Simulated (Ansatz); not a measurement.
Run this with Ansatz's Python interface and show what comes out.

Input file `c.extxyz`:
```text
2
Lattice="0.0 2.127 3.348 1.228 0.0 3.348 1.228 2.127 0.0" Properties=species:S:1:pos:R:3 pbc="T T T"
C     1.22800000    0.70901418    3.34800000
C     1.22800000    3.54498582    3.34800000
```

Script `dfpt.py`:
```python
from dataclasses import dataclass
from pathlib import Path
import warnings

import ansatz as az
import numpy as np


@dataclass(frozen=True)
class RunConfig:
    width_ev: float = 0.05
    kgrid: tuple[int, ...] = (16, 16, 16)


opts = RunConfig()

warnings.simplefilter('ignore', az.DeckWarning)

system = az.Crystal.from_extxyz('c.extxyz')

job = (
    system.calculation()
    .functional(az.Functional.LDA)
    .occupations(az.OccupationsMethod.FERMI_DIRAC, width=opts.width_ev)
    .kpoints(*opts.kgrid)
    .phonons('dfpt', points=[(0, 0, 0), (0, 0, 0.5)])
)
done = job.run(runs_dir='runs')
ph = done.phonons

for q in ph.qpoints:
    thz = np.asarray(q.omega_inv_cm) / 33.35641
    print('q = ({:.2f}, {:.2f}, {:.2f})'.format(*q.q_frac), np.round(thz, 2) + 0.0, 'THz')
```

```console
$ python dfpt.py
q = (0.00, 0.00, 0.00) [ 0.    0.    0.   26.61 46.99 47.18] THz
q = (0.00, 0.00, 0.50) [14.48 18.74 19.27 40.04 40.44 42.05] THz
```

What to keep in mind:
- The cell isn't relaxed first, so the values belong to this volume.
- This isn't the structure that C takes at ambient conditions.
- The structure is taken as given; imaginary modes can come from an unrelaxed or unstable start. Phonons of metals also depend on mesh and smearing.
- Run time: 92 s on 1 thread of AMD EPYC 7B13 (Zen 3) (shared host), peak memory 1.1 GiB.
